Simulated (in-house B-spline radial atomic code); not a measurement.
# Sm⁸⁺: ionisation energy by several methods

One table from this session's results is given with a row withheld; the runs are named, their logs left out.

Program: in-house B-spline radial atomic code version 1. Level of theory: Dirac-Coulomb, several functionals; spherical all-electron atom at the radial basis limit. These are calculated values, not measurements, unless marked.

**The atom as given**

```
element       : samarium (Z = 62)
charge        : +8
electrons     : 54
configuration : [Kr] 4d10 4f4 5s2 5p2
nucleus       : Fermi, rms radius 5.082 fm
```

Outer shells as boxes (Hund's rule):

[Kr] 4d10 4f4 5s2 5p2
```
[Kr] core
4d [↑↓][↑↓][↑↓][↑↓][↑↓]
4f [↑ ][↑ ][↑ ][↑ ][  ][  ][  ]
5s [↑↓]
5p [↑ ][↑ ][  ]
```

The boxes only draw the filling; these runs are spin-restricted and spherical.

Set-up of the first run:

The run's settings:

```ini
Z = 62
electrons = 54.0
configuration = [Kr] 4d10 4f4 5s2 5p2
hamiltonian = dirac
method = pbesol
spin_polarised = False
nucleus = fermi
rms_radius = 5.0819
mass_number = 152
atomic_mass = 151.919738646
speed_of_light = 137.035999084
```

Among the steps run: PBEsol, a GGA; RPBE, a GGA; AM05, a GGA; relativistic LDA; OLYP, a GGA; BP86, a GGA.

One table of the session follows, with a row left open; its other results are not shown here.

| method | ΔSCF (eV) |
| --- | --- |
| relativistic LDA | ? |
| PBEsol | 132.39 |
| RPBE | 132.10 |
| AM05 | 132.41 |
| OLYP | 132.23 |
| BP86 | 132.51 |

Q: Estimate the row for relativistic LDA from the others.

The run gave: ΔSCF (eV): 132.74. In the column «ΔSCF (eV)» it is the highest.
